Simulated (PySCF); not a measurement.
# C3H6BNO2: the cost of one run

The runs use PySCF 2.14.0, with density-fitted response routines of our own; the level of theory stands in each step. All values are computed, except where a source is named. Atoms count from 0, in the outputs and in this text.

### 1 The molecule as given

13 atoms, charge 0, multiplicity 1; geometry from: GFN2-xTB.

Bonds of the start (Å): B0–N1 1.46, N1–C2 1.15, C2–C3 1.44, C3–C4 1.53, C4–O5 1.20, C4–O6 1.33, B0–H7 1.19, B0–H8 1.19, B0–H9 1.19, C3–H10 1.09, C3–H11 1.09, O6–H12 0.97.

### 2 TDDFT and polarisability: CAM-B3LYP/def2-SVPD

The job: settings as JSON, then the geometry in Å.

```
{"job": {"kind": "uv", "xc": "CAM-B3LYP", "basis": "def2-SVPD", "nstates": 8, "ntriplets": 3}, "charge": 0, "multiplicity": 1}
B     -2.482338     0.799523    -0.632508
N     -1.302884     0.108464    -0.124691
C     -0.381736    -0.443223     0.291053
C      0.803574    -1.073483     0.804939
C      1.965271    -0.087165     0.659756
O      2.409611     0.575495     1.549539
O      2.404837    -0.055782    -0.594586
H     -2.072018     1.820774    -1.091005
H     -2.960786     0.083022    -1.455108
H     -3.189040     0.966824     0.311864
H      0.667503    -1.316728     1.861707
H      1.021348    -1.976626     0.228999
H      3.112271     0.599391    -0.706279
```

Method: TDDFT CAM-B3LYP/def2-SVPD, vertical, gas phase, core orbitals frozen in the response.

Started as:

```sh
> OMP_NUM_THREADS=1 python probes_run.py task.json out
```

One launch serves the whole session: the jobs run in the order shown.

**Question.** How long does this first job take on 1 thread of Arm Neoverse N1, shared host, and how much memory does it need?

About 61 s, with a peak of 0.85 GiB.
